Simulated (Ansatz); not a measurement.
**Cr: pressure up to the limit of the methods**

One table from this session's results is given with a row withheld; the runs are named, their logs left out.

Program: Ansatz 0.2.0. Level of theory: DFT PBEsol, with the methods named in each step. These are calculated values, not measurements.

1 further run of the same task is left out (it didn't finish).

**The system as given**

The structure is cubic, space group Pm-3m (No. 221). The conventional cell has a = 2.294 Å, b = 2.294 Å, c = 2.294 Å, α = 90.00°, β = 90.00°, γ = 90.00°. Cr (site symmetry m-3m) is surrounded by 6 Cr at 2.29 Å.

Coordinates:

```xyz
1
Lattice="2.2935 0.0000 0.0000 0.0000 2.2935 0.0000 0.0000 0.0000 2.2935" Properties=species:S:1:pos:R:3 pbc="T T T"
Cr    0.0000    0.0000    0.0000
```

Whether this phase is the stable one at these pressures isn't tested.

The first run:

Input file input.yaml:

```yaml
crystal:
  lattice:
    - [2.2935344567, 0.0, 0.0]
    - [0.0, 2.2935344567, 0.0]
    - [0.0, 0.0, 2.2935344567]
  atoms:
    - { symbol: Cr, position: [0.0, 0.0, 0.0], spin: 2.0 }
magnetization:
  spin_polarized: true
kpoints:
  mp_grid: { grid: [16, 16, 16] }
scf:
  occupations: { method: fermi_dirac, width: 0.1 }
hamiltonian:
  xc: pbesol
  pseudopotentials: { kind: paw }
output:
  forces: true
  stress: true
relax:
  f_tol: 0.005
  max_steps: 40
  cell: {}
```

Run with:

```
ansatz run input.yaml --threads 1 --pin off --max-ram 3072MiB --backend cpu --events-out ev --progress --plain --runs-dir out
```

Among the steps run: Cell relaxed at zero pressure, PAW; More of the same log: cell relaxed at zero pressure; Volume scaled by 1, PAW; Volume scaled by 1, PAW (level accurate); Volume scaled by 0.92, PAW; Volume scaled by 0.84, PAW; Volume scaled by 0.76, PAW; Volume scaled by 0.76, PAW (cutoff 600 eV); Volume scaled by 0.68, PAW; Volume scaled by 0.68, PAW (cutoff 600 eV); Volume scaled by 0.6, PAW; Volume scaled by 0.52, PAW; Volume scaled by 0.45, PAW; Volume scaled by 0.45, PAW (core large).

One table of the session follows, with a row left open; its other results are not shown here.

 The rows PAW, 0.45 and PAW (core large), 0.45 agree to the last digit and may rest on the same set-up.

| method | volume over the first | volume (Å³/atom) | pressure (GPa) |
| --- | --- | --- | --- |
| PAW | 1 | 12.318 | 0.00 |
| PAW | 0.92 | ? | ? |
| PAW | 0.84 | 10.347 | 51.69 |
| PAW | 0.76 | 9.362 | 98.76 |
| PAW | 0.68 | 8.376 | 172.09 |
| PAW | 0.6 | 7.391 | 292.09 |
| PAW | 0.52 | 6.405 | 498.16 |
| PAW | 0.45 | 5.543 | 803.40 |
| PAW (core large) | 0.45 | 5.543 | 803.40 |
| PAW (cutoff 600 eV) | 0.76 | 9.362 | 98.67 |
| PAW (cutoff 600 eV) | 0.68 | 8.376 | 172.03 |
| PAW (level accurate) | 1 | 12.318 | -0.04 |

**Question.** Estimate the row for PAW, 0.92.

As computed: volume (Å³/atom): 11.333; pressure (GPa): 20.63. In the column «volume (Å³/atom)» it lies between PAW, 0.84 (10.347) and PAW, 1 (12.318).

Limits of these values: Warnings in the runs' records: seeded moment not kept, datasets by core.
